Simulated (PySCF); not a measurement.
# RhS₂: structure of the sextet

Aim: relax RhS₂ as a sextet from a PBE0 minimum start, check by its vibrations whether the end is a minimum, and collect its spectrum and constants.

The runs use PySCF 2.14.0; PBE0, basis Rh def2-SVP with ECP28, S def2-SVP, scalar-relativistic core potentials, no spin–orbit coupling, density fitting.

**1. The starting structure**

3 atoms, charge 0, spin multiplicity 6.

Bond lengths: Rh1–S2 2.200 Å, Rh1–S3 2.200 Å. Angles: S2–Rh1–S3 129.4°.

Z-matrix (Å, degrees; charge 0 multiplicity 6):
```
Rh
S  1 2.2002
S  1 2.2002 2 129.43
```

**2. First SCF at the start**

One driver script runs all steps and calls PySCF; scf.py shows how it sets up the SCF of each step. The optimiser is the driver's own. After this first run the driver tries any further starts and a stability analysis.

scf.py

```python
from pyscf import gto, scf, dft
mol = gto.M(atom='''
Rh     0.357257     0.073399    -0.000000
S     -0.563329    -0.115737     1.989423
S     -0.563329    -0.115737    -1.989423''',
    basis={'Rh': 'def2-SVP', 'S': 'def2-SVP'},
    ecp={'Rh': 'def2-SVP'},
    charge=0, spin=5)
mf = dft.UKS(mol, xc='PBE0')
mf.grids.atom_grid = (50, 194)
aux = {'Rh': 'def2-universal-JKFIT', 'S': 'def2-universal-JKFIT'}
mf = mf.density_fit(auxbasis=aux)
mf.conv_tol = 1e-08
mf.diis_space = 10
mf.max_cycle = 60
mf.init_guess = 'minao'
mf.verbose = 4
mf.kernel()
```

Started as:

```bash
OMP_NUM_THREADS=2 python axn.py task.json out
```

What it wrote:

```text
init E= -896.342455817731
[... the frontier-level lines of each cycle are left out ...]
cycle= 1 E= -904.813083550671  delta_E= -8.47  |g|= 1.42  |ddm|= 2.55
cycle= 2 E= -891.846551382384  delta_E=   13  |g|=  3.7  |ddm|= 7.04
cycle= 3 E= -906.19988636275  delta_E= -14.4  |g|= 0.536  |ddm|= 6.46
cycle= 4 E= -906.164305419649  delta_E= 0.0356  |g|= 0.572  |ddm|= 0.351
cycle= 5 E= -906.210552071674  delta_E= -0.0462  |g|= 0.485  |ddm|= 0.11
cycle= 6 E= -906.300338055162  delta_E= -0.0898  |g|= 0.259  |ddm|= 0.673
cycle= 7 E= -906.331240764796  delta_E= -0.0309  |g|= 0.0852  |ddm|= 0.183
cycle= 8 E= -906.334594617902  delta_E= -0.00335  |g|= 0.0314  |ddm|= 0.0676
cycle= 9 E= -906.335336107393  delta_E= -0.000741  |g|= 0.00621  |ddm|= 0.0509
cycle= 10 E= -906.335491037079  delta_E= -0.000155  |g|= 0.00567  |ddm|= 0.0396
cycle= 11 E= -906.335550822206  delta_E= -5.98e-05  |g|= 0.00287  |ddm|= 0.0229
cycle= 12 E= -906.335571179873  delta_E= -2.04e-05  |g|= 0.000481  |ddm|= 0.0178
cycle= 13 E= -906.335572712815  delta_E= -1.53e-06  |g|= 0.00012  |ddm|= 0.00497
cycle= 14 E= -906.335572792375  delta_E= -7.96e-08  |g|= 7.59e-05  |ddm|= 0.00109
cycle= 15 E= -906.335572801729  delta_E= -9.35e-09  |g|= 2.41e-05  |ddm|= 0.000336
Extra cycle  E= -906.335572799481  delta_E= 2.25e-09  |g|= 7.58e-05  |ddm|= 0.000105
converged SCF energy = -906.335572799481  <S^2> = 8.7665839  2S+1 = 6.0055254
```

This step, with its further starts and checks, ran for 16 s (2 threads of Arm Neoverse N1, shared host).

The starts that the driver tried:

| start | energy (Eh) |
| --- | --- |
| the minimal-basis guess | -906.335573 |
| a thermally smeared density | -906.335573 |
| a smeared PBE density | -906.335573 |

The test of internal stability and the other starts found no lower solution of this spin.

**3. PBE0 minimum start, sextet: relaxation**

The program finds C2v symmetry in the start, which this walk keeps.

scf.py: that of step 2 with these lines changed.

```diff
@@ -3,3 +3,3 @@
-Rh     0.357257     0.073399    -0.000000
-S     -0.563329    -0.115737     1.989423
-S     -0.563329    -0.115737    -1.989423''',
+Rh     0.352809     0.072485    -0.000000
+S     -0.567777    -0.116651     1.989423
+S     -0.567777    -0.116651    -1.989423''',
@@ -16 +15,0 @@
-mf.init_guess = 'minao'
```

The optimiser's trace:

| step | energy (Eh) | change (kJ/mol) | largest symmetric gradient (Eh/bohr) |
| --- | --- | --- | --- |
| 0 | -906.335573 | 0.00 | 0.00010 |

The walk took 2.2 s.

It settles in C2v symmetry, 0.0 kJ/mol below the start, after 0 steps: Rh–S 2.200 Å (×2); S–Rh–S 129.4°.

**4. Is it a minimum? Harmonic modes**

On the finer grid the gradient is checked again; gradients at displacements of ±0.02 bohr then give force constants and infrared intensities.

scf.py: that of step 3 with these lines changed.

```diff
@@ -10 +10 @@
-mf.grids.atom_grid = (50, 194)
+mf.grids.atom_grid = (75, 302)
@@ -13 +13 @@
-mf.conv_tol = 1e-08
+mf.conv_tol = 1e-10
```

This SCF starts from the last density.

SCF at the final geometry:

```text
init E= -906.33561741042
[... the frontier-level lines of each cycle are left out ...]
cycle= 1 E= -906.335617410406  delta_E= 1.41e-11  |g|= 5.7e-06  |ddm|= 1.24e-05
Extra cycle  E= -906.335617410296  delta_E= 1.11e-10  |g|= 1.43e-05  |ddm|= 2.64e-05
converged SCF energy = -906.335617410296  <S^2> = 8.766583  2S+1 = 6.0055251
```

The whole step took 34 s.

Geometry: C2v; Rh–S 2.200 Å (×2); S–Rh–S 129.4°.

Harmonic modes (main isotopes):

```
symmetry  ω (cm⁻¹)  IR (km/mol)
      a1       100          1.2
      b2       348          6.6
      a1       389          1.7
```

No imaginary mode, so this is a minimum.

Properties at this point:

```
Dipole moment                                                   : 1.84 D
Highest occupied level                                          : -6.62 eV
Lowest empty level                                              : -4.67 eV
Rotational constants                                            : 0.4839, 0.06661, 0.05855 cm⁻¹
Zero-point energy                                               : 5.0 kJ/mol
Principal polarisabilities                                      : 35.9, 51.2, 130.2 bohr³
Atomisation energy without zero-point energy                    : 551 kJ/mol
Principal traceless quadrupole moments about the centre of mass : -6.49, 1.02, 5.47 D Å
Entropy at 298.15 K and 1 bar (electronic part: spin only)      : 315.2 J/(mol K)
Heat capacity Cp at 298.15 K                                    : 54.3 J/(mol K)
Enthalpy at 298.15 K above 0 K                                  : 13.64 kJ/mol
Rotational symmetry number                                      : 2
Spin squared ⟨S²⟩                                               : 8.767
```

Charges (e) and bond orders:

```
atom  Mulliken  Löwdin  polar tensor  spin (Mulliken)  Mayer order to Rh1
 Rh1      0.19   -0.52          0.42             2.20                   –
S2,3     -0.09    0.26         -0.21             1.40                1.54
```

Outer orbital energies (eV). α occupied: -10.56, -10.17, -8.93, -8.64, -8.26, -7.67, -7.49, -6.62; empty: -1.27, 0.00, 1.24, 1.46. β occupied: -18.37, -17.99, -9.87, -9.40, -8.97, -8.44, -7.91, -7.08; empty: -4.67, -4.21, -4.06, -3.42.

Mulliken populations on Rh1 (outside its core potential): s 2.53, p 6.39, d 7.88, f 0.00.

**5. Summary of results**

```
                                          quantity                             value
                                           minimum                       sextet, C2v
                                          geometry  Rh–S 2.200 Å (×2); S–Rh–S 129.4°
                                wavenumbers (cm⁻¹)      100 (a1), 348 (b2), 389 (a1)
                                     dipole moment                            1.84 D
highest occupied, lowest empty level (either spin)                   -6.62, -4.67 eV
                        polar-tensor charge of Rh1                           +0.42 e
                                 zero-point energy                        5.0 kJ/mol
                               entropy at 298.15 K                   315.2 J/(mol K)
         atomisation energy (no zero-point energy)                        551 kJ/mol
                                              ⟨S²⟩                             8.767
```

In words: The PBE0 minimum start keeps its C2v symmetry and ends in a minimum. The strongest infrared band lies at 348 cm⁻¹ (b2, stretch). Other starts or spin states, not run here, may lie lower. Open d and f shells are described by one determinant, and the ground state may have another occupation or spin.

The search up to here took 52 s.
